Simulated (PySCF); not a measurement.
**Ni⁺: interval between two levels with spin-orbit coupling**

Each state of nickel is computed at each level; their differences give the interval between two levels. How far do the methods differ?

The numbers are computed with PySCF 2.14.0 (two-component X2C-1e, generalised determinants), except any that are marked as measured or tabulated.

## Step 1: The system

* Element: nickel (Z = 28)
* Basis: x2c-TZVPall-2c (6s7p4d1f, 54 functions)
* Hamiltonian: two-component X2C-1e, Gaussian nucleus, no Breit or QED terms; spin-orbit coupling, run by run: off; screened by Boettger's factors
* Core shells frozen in the correlated runs: [Ne] (for Ni⁺)
* State 1: Ni⁺ 3d8 4p1 4G11/2: [Ar] 3d8 4p1; 3d3/2 filled at m_j = -1/2, +1/2, +3/2; 3d5/2 filled at m_j = -3/2, -1/2, +1/2, +3/2, +5/2; 4p3/2 filled at m_j = +3/2
* Needed too, but not shown: Ni⁺ [Ar] 3d9 (2D)
* Methods: GHF, GMP2

Outer shells as boxes (Hund's rule):

Ni+ [Ar] 3d8 4p1
```
[Ar] core
3d [↑↓][↑↓][↑↓][↑ ][↑ ]
4p [↑ ][  ][  ]
```

A driver program built on PySCF's X2C-1e integrals ran all steps in one process from the settings above; there is no separate input file.

The driver's launch:

```sh
OMP_NUM_THREADS=1 python sorun2.py TASK.json OUT
```

The integrals over 54 functions and the set-up took 0.43 s of CPU time.

## Step 2: Ni⁺ 3d8 4p1 4G11/2: the ladder of methods

**GHF (spin-free)**

Output:

```text
cycle= 1 E= -1518.6019178642  delta_E= -1.52e+03  |FDS-SDF|= 0.0246
cycle= 2 E= -1518.6088452439  delta_E= -0.00693  |FDS-SDF|= 0.0104
cycle= 3 E= -1518.6097699643  delta_E= -0.000925  |FDS-SDF|= 0.0056
cycle= 4 E= -1518.6100959152  delta_E= -0.000326  |FDS-SDF|= 0.00105
cycle= 5 E= -1518.6101389628  delta_E= -4.3e-05  |FDS-SDF|= 0.000279
cycle= 6 E= -1518.6101432362  delta_E= -4.27e-06  |FDS-SDF|= 0.000124
cycle= 7 E= -1518.6101443697  delta_E= -1.13e-06  |FDS-SDF|= 2.79e-05
cycle= 8 E= -1518.6101444218  delta_E= -5.21e-08  |FDS-SDF|= 6.18e-06
cycle= 9 E= -1518.6101444240  delta_E= -2.21e-09  |FDS-SDF|= 1.09e-06
cycle= 10 E= -1518.6101444240  delta_E= -3.82e-11  |FDS-SDF|= 2.88e-07
```

It took 0.48 s on 1 thread of Neoverse-V2, shared host, the integrals not counted.

Occupied spinors (without spin-orbit coupling the j labels only name the start):

| spinor shell | electrons | mean energy (eV) | weight of the nominal j | rms radius (bohr) |
| --- | --- | --- | --- | --- |
| 1s1/2 | 2 | -8413.0 | 1.000 | 0.0624 |
| 2s1/2 | 2 | -1061.2 | 1.000 | 0.265 |
| 2p3/2 | 4 | -910.15 | 0.833 | 0.238 |
| 2p1/2 | 2 | -911.08 | 0.667 | 0.238 |
| 3s1/2 | 2 | -146.34 | 1.000 | 0.796 |
| 3p3/2 | 4 | -99.351 | 0.833 | 0.848 |
| 3p1/2 | 2 | -102.13 | 0.667 | 0.847 |
| 3d5/2 | 5 | -29.614 | 0.640 | 1.09 |
| 3d3/2 | 3 | -28.550 | 0.667 | 1.09 |
| 4p3/2 | 1 | -10.916 | 1.000 | 3.35 |

M_J = 11/2, ⟨J²⟩ = 35.758, ⟨L²⟩ = 20.006, ⟨S²⟩ = 3.752.

**GMP2 (spin-free)**

No log was kept for this step.

Time after the integrals: 0.23 s (1 thread of Neoverse-V2, shared host).

With 17 electrons correlated and 6 very high virtual spinors dropped, the MP2 correlation energy is -0.50275 hartree. Largest pairs: 3d3/2-3d5/2 -0.1116, 3d5/2-3p3/2 -0.0797, 3d5/2-3d5/2 -0.0721, 3d3/2-3p3/2 -0.0469, 3d5/2-3p1/2 -0.0278.

**GHF (screened spin-orbit)**

Output:

```text
cycle= 1 E= -1518.6380322066  delta_E= -1.52e+03  |FDS-SDF|= 0.025
cycle= 2 E= -1518.6449204824  delta_E= -0.00689  |FDS-SDF|= 0.0105
cycle= 3 E= -1518.6458443914  delta_E= -0.000924  |FDS-SDF|= 0.00574
cycle= 4 E= -1518.6461818083  delta_E= -0.000337  |FDS-SDF|= 0.00119
cycle= 5 E= -1518.6462395884  delta_E= -5.78e-05  |FDS-SDF|= 0.000545
cycle= 6 E= -1518.6462554600  delta_E= -1.59e-05  |FDS-SDF|= 0.000397
cycle= 7 E= -1518.6462697820  delta_E= -1.43e-05  |FDS-SDF|= 0.000245
cycle= 8 E= -1518.6462764382  delta_E= -6.66e-06  |FDS-SDF|= 0.000123
cycle= 9 E= -1518.6462782837  delta_E= -1.85e-06  |FDS-SDF|= 3.27e-05
cycle= 10 E= -1518.6462783747  delta_E= -9.1e-08  |FDS-SDF|= 7.48e-06
cycle= 11 E= -1518.6462783777  delta_E= -2.96e-09  |FDS-SDF|= 1.75e-06
cycle= 12 E= -1518.6462783778  delta_E= -1.31e-10  |FDS-SDF|= 6.18e-07
```

It took 0.55 s on 1 thread of Neoverse-V2, shared host, the integrals not counted.

The outer occupied spinors:

| spinor shell | electrons | mean energy (eV) | weight of the nominal j | rms radius (bohr) |
| --- | --- | --- | --- | --- |
| 2p1/2 | 2 | -922.87 | 0.999 | 0.236 |
| 2p3/2 | 4 | -904.38 | 0.999 | 0.239 |
| 3s1/2 | 2 | -146.34 | 1.000 | 0.796 |
| 3p1/2 | 2 | -104.14 | 0.798 | 0.842 |
| 3p3/2 | 4 | -98.370 | 0.899 | 0.851 |
| 3d5/2 | 5 | -29.602 | 0.621 | 1.09 |
| 3d3/2 | 3 | -28.625 | 0.642 | 1.09 |
| 4p3/2 | 1 | -10.887 | 1.000 | 3.36 |

M_J = 11/2, ⟨J²⟩ = 35.758, ⟨L²⟩ = 20.015, ⟨S²⟩ = 3.751. Rows whose weight is well below 1 mix j = l ± 1/2: exchange competes with spin-orbit coupling there.

**GMP2 (screened spin-orbit)**

The driver printed no log here.

Time after the integrals: 0.23 s (1 thread of Neoverse-V2, shared host).

With 17 electrons correlated and 6 very high virtual spinors dropped, the MP2 correlation energy is -0.50271 hartree. Largest pairs: 3d3/2-3d5/2 -0.1116, 3d5/2-3p3/2 -0.0828, 3d5/2-3d5/2 -0.0721, 3d3/2-3p3/2 -0.0453, 3p1/2-3p3/2 -0.0263.

## Step 3: Differences of total energies

Interval between two levels: Ni⁺ [Ar] 3d9 [3d3/2^4 3d5/2^5, M_J = 5/2] → Ni⁺ [Ar] 3d8 4p1 [3d3/2^3 3d5/2^5 4p3/2^1, M_J = 11/2].

| method | value (eV) | error (eV) |
| --- | --- | --- |
| GHF (spin-free) | 4.245 | -2.387 |
| GMP2 (spin-free) | 7.255 | +0.623 |
| GHF (screened spin-orbit) | 4.223 | -2.409 |
| GMP2 (screened spin-orbit) | 7.236 | +0.603 |

Reference: 6.633 eV (measured; NIST Handbook of Basic Atomic Spectroscopic Data (Sansonetti and Martin, J. Phys. Chem. Ref. Data 34, 1559 (2005))).

The differences also use runs on Ni⁺ [Ar] 3d9 (2D), which are not shown here.

## Step 4: What came out

```
                                         quantity                                                                        value
interval between two levels, Ni⁺ → 3d8 4p1 4G11/2  GHF (spin-free) 4.245, GMP2 (screened spin-orbit) 7.236 eV; reference 6.633
```

Accuracy by level (over 1 difference):

| method | mean absolute miss against the measured value (with the measured fine structure taken into account where it is known) (eV) |
| --- | --- |
| GHF (spin-free) | 2.387 |
| GMP2 (spin-free) | 0.623 |
| GHF (screened spin-orbit) | 2.409 |
| GMP2 (screened spin-orbit) | 0.603 |

GMP2 (screened spin-orbit) lands nearest to the measured value (off by 0.60 eV), level with GMP2 (spin-free); GHF (screened spin-orbit) misses by most (2.41 eV). Spin-orbit coupling moves the difference by -0.019 eV at GMP2. All values hold for this basis alone; no basis-set limit was taken.
